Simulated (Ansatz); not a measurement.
CH4AlBO, SMILES [BH]1O[CH2][AlH]1: an atomisation energy, run with Ansatz 0.2.0, Python API.

`tae.py`
```python
"""Energy to split CH4AlBO into its atoms."""

from collections import Counter

import ansatz as az

BASIS = "cc-pVTZ"
XC = "hf"


def energy_of(molecule, charge=0, unpaired=0):
    calc = molecule.calculation().basis(gaussian=BASIS).functional(XC)
    if charge:
        calc = calc.charge(charge)
    if unpaired:
        calc = calc.spin("collinear", total=unpaired)
    report = calc.run().report
    if report["published_state_doubts"]:
        print("  doubts:", report["published_state_doubts"])
    return report["free_energy_ev"]


def main() -> None:
    molecule = (
        az.Crystal.molecule()
        .atom("B", [-1.0569, 0.6783, -0.5641])
        .atom("O", [0.1392, 1.3453, -0.062])
        .atom("C", [0.8534, 0.2601, 0.3868])
        .atom("Al", [-0.4151, -1.058, 0.2634])
        .atom("H", [-1.747, 0.8503, -1.5747])
        .atom("H", [1.2186, 0.4406, 1.4452])
        .atom("H", [1.7685, 0.0584, -0.2745])
        .atom("H", [-0.6686, -2.6321, 0.3242])
    )

    # Hund ground states
    unpaired = {"B": 1, "O": 2, "C": 2, "Al": 1, "H": 1}
    counts = Counter(site.symbol for site in molecule.cartesian_sites)
    atom_energy = {s: energy_of(az.Crystal.molecule().atom(s, (0, 0, 0)), 0, unpaired[s]) for s in counts}
    whole = energy_of(molecule, 0, 0)
    for s, e in atom_energy.items():
        print(f"{s:2s} x{counts[s]}  {e:14.5f} eV")
    print(f"CH4AlBO: {whole:.5f} eV")
    split = sum(counts[s] * e for s, e in atom_energy.items()) - whole
    print(f"atomisation energy (no zero-point term): {split:.3f} eV, {split / sum(counts.values()):.3f} eV an atom")


if __name__ == "__main__":
    main()
```

What does it cost to take this molecule apart into atoms?

19.478 eV from the electronic energies, without the zero-point term.

The output:

Output of `python tae.py`:
```text
B  x1      -667.55157 eV
O  x1     -2035.73160 eV
C  x1     -1025.63982 eV
Al x1     -6581.86397 eV
H  x4       -13.60052 eV
CH4AlBO: -10384.66740 eV
atomisation energy (no zero-point term): 19.478 eV, 2.435 eV an atom
```

Notes:
- Total energies depend on the basis set; only differences at equal settings carry meaning.
- The geometry is a force-field or estimated start, not a minimum of this method, and the basis set is short of its limit. All parts are taken at fixed geometry, without zero-point energy.
- Hartree-Fock leaves correlation out, so bond, atomisation and ionisation energies come out well too low.
- For Al to Cl the sets with a tight d function, cc-pV(X+d)Z, are usual.
- Hardware and time: 2.4 s on 1 thread of Intel(R) Xeon(R) Platinum 8375C CPU @ 2.90GHz (Ice Lake), on a shared host, peak memory 0.32 GiB.
